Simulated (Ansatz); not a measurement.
# BrFH₄OSi (built from SMILES F.O[SiH2]Br): search for a transition state

Aim: find the saddle point of a four-centre ligand exchange that is to form Si1–F7, Br2–H6 and break Si1–Br2, H6–F7, prove it by its vibrations, and relax downhill on both sides to see what it joins.

Computed with Ansatz 0.2.0, Gaussian basis. Level: PBE0-D4, def2-SVP first, then def2-TZVP.

31 further runs of the same task are left out: 31 set aside as unsound or not needed.

### Step 1. Starting geometry

The guess: 8 atoms, charge 0, spin multiplicity 1.

Atoms are counted from 1 here; the program's logs count them from 0.

Bond lengths: Si1–H3 1.450 Å, Si1–H4 1.446 Å, Si1–O5 1.606 Å, O5–H8 0.956 Å. Angles: H3–Si1–H4 115.9°, H3–Si1–O5 95.5°, H4–Si1–O5 123.1°, Si1–O5–H8 123.8°.

As a file:

```mol
BrFH4OSi
  3D, bonds by distance, orders not assigned

  8  4  0  0  0  0  0  0  0  0999 V2000
   -0.4634   -0.4328   -0.0912 Si  0  0
    2.0900   -1.0739   -0.6993 Br  0  0
   -0.8488   -1.2796   -1.2033 H   0  0
   -0.5297   -1.0415    1.2189 H   0  0
   -1.3738    0.8172   -0.5255 O   0  0
    1.7783    0.4564    0.5287 H   0  0
    0.7106    0.8914    0.8507 F   0  0
   -1.3632    1.6628   -0.0790 H   0  0
  1  3  8  0
  1  4  8  0
  1  5  8  0
  5  8  8  0
M  END
```

Distances that are to change: Si1–F7 2.00 Å, Br2–H6 1.99 Å, Si1–Br2 2.70 Å, H6–F7 1.20 Å.

### Step 2. Relaxing the guess with the reacting distances held

hold/in.yaml reads:

```yaml
crystal:
  periodic: [false, false, false]
  atoms:
    - {symbol: Si, position_ang: [-0.463400, -0.432800, -0.091200]}
    - {symbol: Br, position_ang: [2.090000, -1.073900, -0.699300]}
    - {symbol: H, position_ang: [-0.848800, -1.279600, -1.203300]}
    - {symbol: H, position_ang: [-0.529700, -1.041500, 1.218900]}
    - {symbol: O, position_ang: [-1.373800, 0.817200, -0.525500]}
    - {symbol: H, position_ang: [1.778300, 0.456400, 0.528700]}
    - {symbol: F, position_ang: [0.710600, 0.891400, 0.850700]}
    - {symbol: H, position_ang: [-1.363200, 1.662800, -0.079000]}
basis:
  gaussian: {orbitals: def2-SVP}
hamiltonian: {xc: pbe0, dispersion: d4}
relax: {f_tol: 0.08, max_steps: 120, escape_saddle: false, constraints: [{distance: [0, 6]}, {distance: [1, 5]}, {distance: [0, 1]}, {distance: [5, 6]}]}
```

No record of the launch command was kept for these runs.

Further steps of the session: Saddle search in the small basis; Saddle search in triple zeta; Vibrations at the point found; Relaxing after a step of 0.30 Å one way along the mode; Relaxing after a step of 0.30 Å the other way along the mode.

Q: Predict the outcome of this session. Wanted: imaginary mode; barrier from the start side; barrier from the end side; energy of the step; pairs that change; zero-point energy at the saddle.

**Answer**, as computed:

```
                       quantity                                                       value
                 imaginary mode                                                   297i cm⁻¹
    barrier from the start side                                                    1.164 eV
      barrier from the end side                                                    1.418 eV
             energy of the step                                                   -0.254 eV
              pairs that change  Si1–F7 formed, Br2–H6 formed, Si1–Br2 broken, H6–F7 broken
zero-point energy at the saddle                                                    1.163 eV
```

What this shows: One imaginary mode, 297i cm⁻¹, makes this a first-order saddle. It joins the planned start and end. At PBE0-D4/def2-TZVP the electronic barrier is 1.164 eV, about 45 kT at 298 K, and the step runs 0.254 eV downhill. A step off the saddle overshot and began above it in energy, so the link to its end is likely but not proven.
